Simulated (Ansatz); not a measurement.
# Si9C3N8: the cost of one run

Method: DFT PBE, scalar-relativistic, plane waves, PAW, in Ansatz 0.2.0.

**1. Starting point**

The cell holds 20 atoms (C3N8Si9): a = 6.543 Å, b = 5.881 Å, c = 6.253 Å, α = 90.57°, β = 90.94°, γ = 91.95°.

9 Si, 3 C, 8 N were thrown into a skewed cell at random, at 1.05 times a reference volume of the solid, and pushed apart as soft spheres.

Its coordinates follow in the input file.

**2. Stage at 4000 K**

The cutoff is lowered while the worst contacts of the packing are taken out. One k point, a Fermi-Dirac width of 0.345 eV and a fixed cell.

Contents of input.yaml:

```yaml
crystal:
  lattice:
    - [6.541727, -0.105804, -0.052875]
    - [-0.105804, 5.880345, -0.030814]
    - [-0.052875, -0.030814, 6.25313]
  atoms:
    - { symbol: Si, position: [0.7861018901, 0.6100030471, 0.7790186265] }
    - { symbol: Si, position: [0.7199493906, 0.0448102608, 0.7099252525] }
    - { symbol: Si, position: [0.990008938, 0.9173089488, 0.0046637022] }
    - { symbol: Si, position: [0.4949389703, 0.9473042261, 0.3462510856] }
    - { symbol: Si, position: [0.1998458825, 0.6271247866, 0.2374307062] }
    - { symbol: Si, position: [0.2017906552, 0.9913810454, 0.6626165975] }
    - { symbol: Si, position: [0.4488669328, 0.3598570794, 0.6093489373] }
    - { symbol: Si, position: [0.0292698615, 0.3455341144, 0.5041141895] }
    - { symbol: Si, position: [0.8313173626, 0.7154091629, 0.3549964507] }
    - { symbol: C, position: [0.4178294278, 0.6999039176, 0.8985850983] }
    - { symbol: C, position: [0.0863922887, 0.3567749217, 0.9212230292] }
    - { symbol: C, position: [0.7258672161, 0.2344335447, 0.1310579375] }
    - { symbol: "N", position: [0.2236194514, 0.4530220214, 0.7305852006] }
    - { symbol: "N", position: [0.4466737842, 0.6093038226, 0.3373948244] }
    - { symbol: "N", position: [0.2194763169, 0.9917513181, 0.2836659308] }
    - { symbol: "N", position: [0.9259542083, 0.8664644374, 0.7166447342] }
    - { symbol: "N", position: [0.4635251716, 0.130425269, 0.781910286] }
    - { symbol: "N", position: [0.6870626356, 0.9895393566, 0.115844243] }
    - { symbol: "N", position: [0.8039822621, 0.3199821967, 0.8876161233] }
    - { symbol: "N", position: [0.7854274478, 0.3018884689, 0.391209015] }
  symmetry: { detect: false }
basis:
  ecutwfc: 320
  xc_grid: 1
kpoints:
  mp_grid: { grid: [1, 1, 1], shift: [0.25, 0.25, 0.25] }
hamiltonian:
  xc: pbe
scf:
  occupations: { method: fermi_dirac, width: 0.3447 }
  lower_state_search: "off"
  convergence: { dr2_threshold: 1.0e-05 }
output:
  forces: true
  stress: true
md:
  timestep: 2.0
  n_steps: 24
  ensemble: nvt_langevin
  friction: 0.03
  temperature: 4000.0
  initial_velocities: maxwell_boltzmann
  seed: 61698
```

Run with:

```sh
$ ansatz run input.yaml --threads 2 --pin off --max-ram 5120MiB --backend cpu --events-out ev --progress --plain --runs-dir out
```

Q: Estimate wall time and peak memory on 2 threads of Arm Neoverse V1, shared host.

About 21 s, with a peak of 0.34 GiB.
